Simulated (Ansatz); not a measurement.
Input of an Ansatz 0.2.0 run:

The input input.yaml:

```yaml
crystal:
  lattice:
    - [3.0322239879, 0.0, 0.0]
    - [-1.516111994, 2.6259830035, 0.0]
    - [0.0, 0.0, 7.524137]
  atoms:
    - { symbol: Ta, position: [0.6666666667, 0.3333333333, 0.82607] }
    - { symbol: Ta, position: [0.3333333333, 0.6666666667, 0.17393] }
    - { symbol: Ta, position: [0.0, 0.0, 0.5] }
    - { symbol: "N", position: [0.0, 0.0, 0.0] }
hamiltonian:
  xc: pbesol
  pseudopotentials: { kind: paw_fr }
magnetization:
  noncollinear: true
  spin_orbit: true
kpoints:
  mp_grid: { grid: [10, 10, 4] }
  band_path:
    path:
      - [[0.0, 0.0, 0.0], [0.5, 0.0, 0.0], [0.3333333333, 0.3333333333, 0.0], [0.0, 0.0, 0.0], [0.0, 0.0, 0.5], [0.5, 0.0, 0.5], [0.3333333333, 0.3333333333, 0.5], [0.0, 0.0, 0.5]]
      - [[0.5, 0.0, 0.5], [0.5, 0.0, 0.0]]
      - [[0.3333333333, 0.3333333333, 0.0], [0.3333333333, 0.3333333333, 0.5]]
    npoints: 14
scf:
  occupations: { method: fermi_dirac, width: 0.05 }
  n_extra_bands: 10
output:
  forces: true
  stress: true
  eigenvalues: true
  fatbands: true
```

Potentials or basis: Ansatz PAW.

Command:

```console
$ ansatz run input.yaml --threads 2 --pin off --max-ram 5632MiB --backend cpu --events-out ev --progress --plain --runs-dir out
```

**Question.** Predict the pressure.

**Answer.** -8.3 GPa.

**Question.** Estimate the largest force.

**Answer.** 0.387 eV/Å.

Levels at the corners of the path, in eV from the Fermi level:
```csv
point,band 42,band 43,band 44,band 45,band 46,band 47
Γ,-0.44,-0.17,-0.17,0.15,0.15,0.49
M,-0.52,0.15,0.15,0.75,0.75,0.85
K,-1.29,-0.56,-0.56,0.44,0.44,0.64
Γ,-0.44,-0.17,-0.17,0.15,0.15,0.49
A,-0.50,-0.03,-0.03,0.37,0.37,0.76
L,-1.24,0.12,0.12,0.86,0.86,1.38
H,-1.40,-1.31,-1.31,0.32,0.32,0.55
A,-0.50,-0.03,-0.03,0.37,0.37,0.76
L,-1.24,0.12,0.12,0.86,0.86,1.38
M,-0.52,0.15,0.15,0.75,0.75,0.85
K,-1.29,-0.56,-0.56,0.44,0.44,0.64
H,-1.40,-1.31,-1.31,0.32,0.32,0.55
```

Caveat: the PAW data sets come from PBE, with cores solved anew for the run's functional, which leaves a small shift of forces and pressure.
